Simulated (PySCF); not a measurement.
FGeClH2, in a box:

```
CELL_PARAMETERS angstrom
12.00000 0.00000 0.00000
0.00000 12.00000 0.00000
0.00000 0.00000 12.00000
ATOMIC_POSITIONS crystal
F 0.47740 0.46486 0.60517
Ge 0.50923 0.49976 0.46899
Cl 0.38171 0.61093 0.41454
H 0.50320 0.39257 0.40050
H 0.62046 0.56171 0.47126
```

Base run:

| Item | Value |
| --- | --- |
| Program | PySCF 2.14.0 |
| Functional | MN15-L |
| Potentials or basis | 6-31g* (all-electron) |
| k mesh | 1 × 1 × 1 |
| Occupations | fixed |
| Spin | no spin polarisation |

Its results: gap between the frontier levels 7.91 eV.

Task: The run is repeated on the same cell with these changes: functional from MN15-L to HSE03. What comes out?

Result: Gap between the frontier levels 8.23 eV.

Caveats: this is a molecule in a periodic box at the Γ point, so its band gap is the HOMO-LUMO gap; relativity is left out, which matters for the heavier elements; the basis of atomic orbitals isn't converged, which shifts pressures, moduli and gaps; this program's HSE differs a little from the usual definition (some runs).

A k mesh can miss the band edges.

Not every run made on this cell is shown here.
